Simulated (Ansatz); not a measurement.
# InNH3Cl (SMILES [NH2][InH][Cl]): SVWN5/def2-SVPD (core potential)

What is the electronic atomisation energy of InNH3Cl at SVWN5/def2-SVPD (core potential)? 

The calculation is run with Ansatz 0.2.0.

22 further runs of the same task are left out: 22 set aside as unsound or not needed.

### 1 The system as given

The species is InNH3Cl (6 atoms), meant as a singlet with charge 0. As SMILES, `[NH2][InH][Cl]`. Geometry: relaxed at PBE0-D4/def2-TZVP.

Bond lengths: N1–In2 1.995 Å, In2–Cl3 2.339 Å, N1–H4 1.007 Å, N1–H5 1.008 Å, In2–H6 1.693 Å. Angles: N1–In2–Cl3 109.2°, N1–In2–H6 131.5°, Cl3–In2–H6 119.1°, In2–N1–H4 121.6°, In2–N1–H5 118.5°, H4–N1–H5 111.0°.

### 2 The energy at SVWN5/def2-SVPD (core potential)

Contents of molecule.yaml:

```yaml
crystal:
  periodic: [false, false, false]
  atoms:
    - {symbol: N, position_ang: [-1.020800, 0.188100, -0.504100]}
    - {symbol: In, position_ang: [0.792100, 0.148600, 0.327900]}
    - {symbol: Cl, position_ang: [0.990800, -1.771000, 1.649200]}
    - {symbol: H, position_ang: [-1.219400, 0.761400, -1.308200]}
    - {symbol: H, position_ang: [-1.558200, -0.664500, -0.526800]}
    - {symbol: H, position_ang: [2.057500, 1.273400, 0.315800]}
basis:
  gaussian:
    orbitals: def2-SVPD
output:
  orbitals: {seedname: orbitals}
accuracy: high
hamiltonian:
  xc: {name: SVWN5}
```

The run is started by

```console
$ ansatz run molecule.yaml --threads 1 --pin off --max-ram 3480MiB --events-out events.jsonl --progress --plain --runs-dir runs
```

The program printed:

```text
Warning: RAYON_NUM_THREADS=1 ignored (pool sized by the plan → 1); use --threads N
Functional definition: SVWN5
  name "SVWN5"
  exchange = slater_x
  correlation = vwn5_c
2197 factors; integrals over basis functions are off by at most 3.8e-9 eV
mean field evaluation 1: about -19159.8972 eV, gradient 7.0e1 eV
mean field evaluation 2: about -19089.7695 eV, gradient 1.4e2 eV
mean field evaluation 4: about -19169.6499 eV, gradient 1.6e1 eV
mean field evaluation 8: about -19170.3445 eV, gradient 3.4e-1 eV
mean field evaluation 16: about -19170.3448 eV, gradient 2.1e-5 eV
mean field -19170.34482765 eV, -704.4971782896 hartree, gradient 4.8e-8 eV, S^2 0.000000; 0 other end points of the search recorded, 0 dependent functions left out
reference -19170.34483185 eV, -704.4971784441 hartree; 24, 24 occupied and 79, 79 virtual orbitals, 2197 factors
Total energy: -19170.34483185 eV, -704.4971784441 hartree
```

Run time: 7.2 s. Hardware: 1 thread of Intel Xeon Platinum 8259CL at 2.50GHz (Skylake/Cascade Lake), shared host; peak memory 0.29 GiB.

### 3 The Cl atom, same level

Contents of input.yaml:

```yaml
crystal:
  periodic: [false, false, false]
  atoms:
    - {symbol: Cl, position_ang: [0.000000, 0.000000, 0.000000]}
basis:
  gaussian:
    orbitals: def2-SVPD
magnetization:
  spin_polarized: true
  initial_magnetization: 1
hamiltonian:
  xc: {name: SVWN5}
accuracy: high
```

Run the same way, it converges to -458.49698 Eh (log not shown).

### 4 The H atom at the same level

Contents of in.yaml:

```yaml
crystal:
  periodic: [false, false, false]
  atoms:
    - {symbol: H, position_ang: [0.000000, 0.000000, 0.000000]}
basis:
  gaussian: {orbitals: def2-SVPD}
magnetization: {spin_polarized: true, initial_magnetization: 1}
hamiltonian: {xc: {name: SVWN5}}
accuracy: high
```

Run the same way, it converges to -0.47747 Eh (log not shown).

### 5 The In atom at the same level

Contents of input.yaml:

```yaml
crystal:
  periodic: [false, false, false]
  atoms:
    - {symbol: In, position_ang: [0.000000, 0.000000, 0.000000]}
basis:
  gaussian:
    orbitals: def2-SVPD
total_charge: 0
magnetization:
  spin_polarized: true
  initial_magnetization: 1
hamiltonian:
  xc: {name: SVWN5}
accuracy: high
```

The run is started by

```console
$ ansatz run input.yaml --threads 1 --pin off --max-ram 3480MiB --events-out events.jsonl --progress --plain --runs-dir runs
```

The program printed:

```text
Warning: RAYON_NUM_THREADS=1 ignored (pool sized by the plan → 1); use --threads N
[... 4 set-up lines as earlier in the session ...]
297 factors; integrals over basis functions are off by at most 1.1e-9 eV
mean field evaluation 1: about -5164.4024 eV, gradient 3.7e0 eV
mean field evaluation 2: about -5164.3932 eV, gradient 3.0e0 eV
mean field evaluation 4: about -5164.4207 eV, gradient 1.7e0 eV
mean field evaluation 8: about -5164.4539 eV, gradient 5.7e-1 eV
mean field evaluation 16: about -5164.4568 eV, gradient 2.5e-7 eV
mean field evaluation 32: about -5164.4146 eV, gradient 1.9e0 eV
mean field evaluation 64: about -5164.4567 eV, gradient 8.4e-2 eV
mean field -5164.45677260 eV, -189.7902857987 hartree, gradient 1.6e-8 eV, S^2 0.750791; 5 other end points of the search recorded, 0 dependent functions left out
reference -5164.45677462 eV, -189.7902858727 hartree; 11, 10 occupied and 21, 22 virtual orbitals, 297 factors
Total energy: -5164.45677462 eV, -189.7902858727 hartree
```

Wall time 2.4 s (1 thread of Intel Xeon Platinum 8259CL at 2.50GHz (Skylake/Cascade Lake), shared host); peak memory 0.12 GiB.

### 6 The N atom at the same level

Contents of in.yaml:

```yaml
crystal:
  periodic: [false, false, false]
  atoms:
    - {symbol: N, position_ang: [0.000000, 0.000000, 0.000000]}
basis:
  gaussian: {orbitals: def2-SVPD}
magnetization: {spin_polarized: true, initial_magnetization: 3}
accuracy: high
hamiltonian: {xc: {name: SVWN5}}
```

Run the same way, it converges to -54.06763 Eh (log not shown).

### 7 What came out

At SVWN5/def2-SVPD (core potential):

```
                     quantity          value
       molecule: total energy  -704.49718 Eh
        molecule: HOMO energy       -6.46 eV
        molecule: LUMO energy       -2.27 eV
      molecule: HOMO–LUMO gap        4.19 eV
        Cl atom: total energy  -458.49698 Eh
                Cl atom: ⟨S²⟩          0.751
         H atom: total energy    -0.47747 Eh
                 H atom: ⟨S²⟩          0.750
        In atom: total energy  -189.79029 Eh
                In atom: ⟨S²⟩          0.751
         N atom: total energy   -54.06763 Eh
                 N atom: ⟨S²⟩          3.754
electronic atomisation energy      19.317 eV
```

**Reading.** Taking the molecule apart into free atoms costs 19.32 eV (445 kcal/mol), before zero-point energy and without spin-orbit coupling.
